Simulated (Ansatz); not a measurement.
# CHBrN (doublet): the correlation ladder at distance Br1–H2 along a hydrogen transfer = 1.754 Å, cc-pVDZ

The task here is to estimate one member of a computed series from the others.

Program: Ansatz 0.2.0, Gaussian basis. Level of theory: cc-pVDZ, core rule «outside noble gas», up to 16 orbitals frozen. These are calculated values, not measurements.

To be run: UHF; CCSD(T) on ROHF; CCSD(T) on UHF; BCCD(T) on ROHF; CISD; CCSDT(Q) on ROHF; CCSDT(Q) on UHF; CASSCF and MRCISD+Q, 3 electrons in 3 orbitals; CASSCF and NEVPT2, 3 electrons in 3 orbitals.

**The geometry**

The geometry derives from fragments relaxed apart (PBE0/def2-TZVP) and kept rigid, so it is no stationary point. A hydrogen atom is moved between rigid fragments. No spin-orbit coupling is included. The filled d shell of Br may be among the frozen orbitals whatever the setting's name suggests; the logs give the count.

4 atoms, charge 0, spin multiplicity 2.

Atoms are counted from 1 here; the program's logs count them from 0.

Bond lengths: Br1–H2 1.754 Å, H2–C4 1.090 Å, N3–C4 1.160 Å. Angles: Br1–H2–C4 180.0°, H2–C4–N3 180.0°.

Coordinates:

```xyz
4
charge 0, multiplicity 2
Br    0.00000    0.00000   -2.15052
H     0.00000    0.00000   -0.39652
N     0.00000    0.00000    1.85356
C     0.00000    0.00000    0.69348
```

Set-up of the first run:

The input, in.yaml:

```yaml
crystal:
  periodic: [false, false, false]
  atoms:
    - {symbol: Br, position_ang: [0.000000, 0.000000, -2.150521]}
    - {symbol: H, position_ang: [0.000000, 0.000000, -0.396521]}
    - {symbol: N, position_ang: [0.000000, 0.000000, 1.853563]}
    - {symbol: C, position_ang: [0.000000, 0.000000, 0.693479]}
basis:
  gaussian: {orbitals: cc-pVDZ}
magnetization: {spin_polarized: true, initial_magnetization: 1}
hamiltonian: {xc: hf}
output: {orbitals: {seedname: orbitals}}
```

On the command line:

```sh
$ ansatz run in.yaml --threads 1 --pin off --events-out ev --progress --plain --max-ram 2560MiB --backend cpu
```

Among the steps run: UHF; CCSD(T) on ROHF; CCSD(T) on UHF; BCCD(T) on ROHF; CISD; CCSDT(Q) on ROHF; CCSDT(Q) on UHF; CASSCF and MRCISD+Q, 3 electrons in 3 orbitals; CASSCF and NEVPT2, 3 electrons in 3 orbitals.

One of the session's tables, all rows but one given; the rest of the session is left out.

| method | from UCCSDT(Q) (meV) |
| --- | --- |
| ROHF | +11777.7 |
| UHF | +11636.7 |
| RMP2 | ? |
| UMP2 | +1191.7 |
| CISD | +1736.3 |
| RCCSD | +456.1 |
| UCCSD | +452.4 |
| RCCSD(T) | +61.1 |
| UCCSD(T) | +65.0 |
| BCCD(T) | +61.1 |
| RCCSDT | +49.6 |
| UCCSDT | +47.8 |
| RCCSDT(Q) | +2.5 |
| UCCSDT(Q) | 0 |
| CASSCF pair | +10994.3 |
| NEVPT2 pair | +1057.5 |
| MRCISD pair | +1527.1 |
| MRCISD+Q pair | +290.0 |

Estimate the missing values for RMP2.

As computed: from UCCSDT(Q) (meV): +1020.2. In the column «from UCCSDT(Q) (meV)» it lies between RCCSD (+456.1) and NEVPT2 pair (+1057.5).

Caveats from the session: Restricted and unrestricted rows rest on different reference determinants; where their highest levels disagree by more than a few hundredths of an eV, they describe different states and don't form one ladder.
